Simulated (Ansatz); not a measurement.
Run this with the Python package of Ansatz (0.2.0) and show what comes out.

Input file `c3h4osi.yaml`:
```yaml
crystal:
  periodic: [false, false, false]
  atoms:
    - { symbol: C, position_ang: [-1.1228, 0.969, -0.4416] }
    - { symbol: C, position_ang: [-0.17, 0.2002, -0.198] }
    - { symbol: Si, position_ang: [0.6408, -0.9408, 0.8859] }
    - { symbol: C, position_ang: [1.1051, -0.3123, -0.7263] }
    - { symbol: O, position_ang: [1.7841, -0.3458, -1.6636] }
    - { symbol: H, position_ang: [-1.2216, 1.5639, -1.3993] }
    - { symbol: H, position_ang: [-1.945, 1.1756, 0.2651] }
    - { symbol: H, position_ang: [-0.1221, -2.1429, 1.0948] }
    - { symbol: H, position_ang: [1.14, -0.2131, 2.1659] }
basis:
  gaussian: { orbitals: def2-SVP }
hamiltonian:
  xc: b3lyp
output:
  forces: true
```

`c3h4osi.py`:
```python
# -*- coding: utf-8 -*-
"""C3H4OSi through the session interface."""

import ansatz as az
import numpy as np


def main():
    session = az.Session.from_deck("c3h4osi.yaml")
    r = session.plan(threads=1).execute().report

    print(f"E = {r['free_energy_ev']:.6f} eV = {r['free_energy_ev'] / 27.211386246:.7f} Ha")
    print("converged:", r["converged"], " doubts:", r["published_state_doubts"] or "none")
    symbols = ["C", "C", "Si", "C", "O", "H", "H", "H", "H"]
    state = r["mean_field"]["state"]
    print(f"mean field: {state['energy']['hartree']:.7f} Ha, <S^2> = {abs(state['spin_squared']):.4f}, stability: {state.get('stability', {}).get('kind')}")

    print("forces (eV/A)")
    for symbol, f in zip(symbols, r["forces_ev_ang"]):
        print(f"  {symbol:2s} {f[0]:9.4f} {f[1]:9.4f} {f[2]:9.4f}")
    charges = r["charge_distribution"]
    dipole = np.array(charges["dipole_moment_e_ang"]) * 4.803205
    print("dipole (D): {:.3f} {:.3f} {:.3f}, length {:.3f}".format(*dipole, np.linalg.norm(dipole)))
    print("atom  Mulliken   Lowdin")
    for symbol, m, l in zip(symbols, charges["mulliken_charges_e"], charges["lowdin_charges_e"]):
        print(f"{symbol:4s} {m:9.3f} {l:8.3f}")


if __name__ == "__main__":
    main()
```

Running `python c3h4osi.py` prints:
```text
E = -13090.977399 eV = -481.0845460 Ha
converged: True  doubts: none
mean field: -481.0845460 Ha, <S^2> = 0.0000, stability: minimum
forces (eV/A)
  C    -5.2898    5.0919   -2.4676
  C     3.7585   -2.5570    0.3436
  Si    0.7162   -0.4125    4.5100
  C    -1.6162    0.0576    1.1604
  O     2.5304    0.3447   -3.8832
  H     0.1885   -0.4546    0.7252
  H     0.0702   -0.2498   -0.0380
  H    -0.2195   -1.0792    0.2692
  H    -0.1384   -0.7412   -0.6196
dipole (D): -1.844 0.288 1.421, length 2.346
atom  Mulliken   Lowdin
C       -0.084    0.116
C       -0.079   -0.261
Si       0.264    0.291
C        0.042   -0.203
O       -0.077    0.156
H        0.039    0.018
H        0.036    0.010
H       -0.069   -0.065
H       -0.072   -0.062
```

What to keep in mind:
- Total energies depend on the basis set; only differences at equal settings carry meaning.
- The geometry is a force-field or estimated start, not a minimum of this method, and the basis set is short of its limit.
- The Löwdin charges here are taken after orthogonalising the functions within each atom; they differ from plain Löwdin charges, and their signs can be unphysical.
- The whole script took 3.2 s on 1 thread of Arm Neoverse V2, with other jobs on the host, peak memory 0.22 GiB.

(A comment or docstring line of the script was reworded after the run, the code is as it ran; lines on the test bed's own set-up are left out of the output.)
